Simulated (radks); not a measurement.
# Ionisation of Ce: one atom, several choices of functional

One table from this session's results is given with a row withheld; the runs are named, their logs left out.

Method: Dirac Kohn-Sham, spin-unpolarised, spherical densities, point nucleus; open shells fill j = l - 1/2 first. Code: radks (a radial shooting solver on a logarithmic mesh, Libxc functionals) version 1.

**The system**

```
element       : cerium (Z = 58)
charge        : 0
electrons     : 58
configuration : [Xe] 4f1 5d1 6s2
ion           : Ce⁺, [Xe] 4f1 5d2
choices       : BP86; LDA (Slater exchange, Perdew-Wang correlation); RPBE; B86b exchange with PBE correlation; exchange-only B88; LDA (Slater exchange, Perdew-Zunger correlation)
```

Set-up of the first run:

The run's settings:

```text
Z 58
configuration [Xe] 4f1 5d1 6s2
relativity Dirac
functional b88,p86
spin unpolarised
j_filling energy
nucleus point
c 137.035999084
```

Among the steps run: BP86: Ce; BP86: Ce⁺; LDA (Slater exchange, Perdew-Wang correlation): Ce; LDA (Slater exchange, Perdew-Wang correlation): Ce⁺; RPBE: Ce; RPBE: Ce⁺; B86b exchange with PBE correlation: Ce; B86b exchange with PBE correlation: Ce⁺; exchange-only B88: Ce; exchange-only B88: Ce⁺; LDA (Slater exchange, Perdew-Zunger correlation): Ce; LDA (Slater exchange, Perdew-Zunger correlation): Ce⁺.

One of the session's tables, all rows but one given; the rest of the session is left out.

```
                                      functional  Δ-SCF (eV)  −ε(HOMO) (eV)  <r> HOMO (bohr)
                                            BP86           ?              ?                ?
  LDA (Slater exchange, Perdew-Wang correlation)       6.380          3.267            2.914
                                            RPBE       5.980          3.111            2.918
              B86b exchange with PBE correlation       6.141          3.158            2.919
                               exchange-only B88       5.815          2.376            2.997
LDA (Slater exchange, Perdew-Zunger correlation)       6.386          3.270            2.915
```

**Question.** Estimate the row for BP86.

**Answer.** Δ-SCF (eV): 6.321; −ε(HOMO) (eV): 3.260; <r> HOMO (bohr): 2.920. In the column «Δ-SCF (eV)» it lies between B86b exchange with PBE correlation (6.141) and LDA (Slater exchange, Perdew-Wang correlation) (6.380).

Spin polarisation and multiplet splitting are left out, so open shells lie too high by an amount that depends on their filling.
